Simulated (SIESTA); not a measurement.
# SnTe3 under changes of volume

One of the cells (29.359 Å³/atom); the others are scaled copies at fixed shape and fractional positions:

```
Te Sn
1.0
     0.00000    3.88679    3.88679
     3.88679    0.00000    3.88679
     3.88679    3.88679    0.00000
Te Sn
3 1
Direct
  0.50000 0.50000 0.50000
  0.75000 0.75000 0.75000
  0.25000 0.25000 0.25000
  0.00000 0.00000 0.00000
```

The cell comes from a database or a generator and needn't be the stable form of this composition.

| Item | Value |
| --- | --- |
| Program | SIESTA 5.4.2 |
| Functional | PBEsol |
| Potentials or basis | PseudoDojo 0.4 standard (PBEsol files) |
| Basis | DZP (energy shift 0.003 Ry; two zetas on semicore shells) |
| Grid cutoff | 500 Ry |
| Energy shift | 0.003 Ry |
| k mesh | 6 × 6 × 6 |
| Occupations | fermi-dirac, width 0.05 eV |
| Spin | no spin polarisation |

```csv
volume (Å³/atom),energy over the lowest point (meV/atom),pressure (GPa)
27.056,?,?
27.632,0.41,0.6
28.208,0.00,-0.5
29.359,12.48,-2.6
29.935,23.13,-3.4
30.510,36.73,-4.3
```

Problem. What does the run at 27.056 Å³/atom give?

Solution. Energy over the lowest point 5.20 meV/atom; pressure 2.0 GPa.

Worked out: A Birch-Murnaghan fit of order 3 (a polynomial in V^(-2/3)) to the other rows has its minimum at 27.95 Å³/atom with B0 = V·E''(V) = 67 GPa (rough, since the energies scatter). It gives 6.23 meV/atom at 27.056 Å³/atom, against the run's 5.20, and -dE/dV = 2.5 GPa, against 2.0.

Energies are extrapolated to zero smearing.

Caveats: the basis of atomic orbitals isn't converged, which shifts pressures, moduli and gaps.
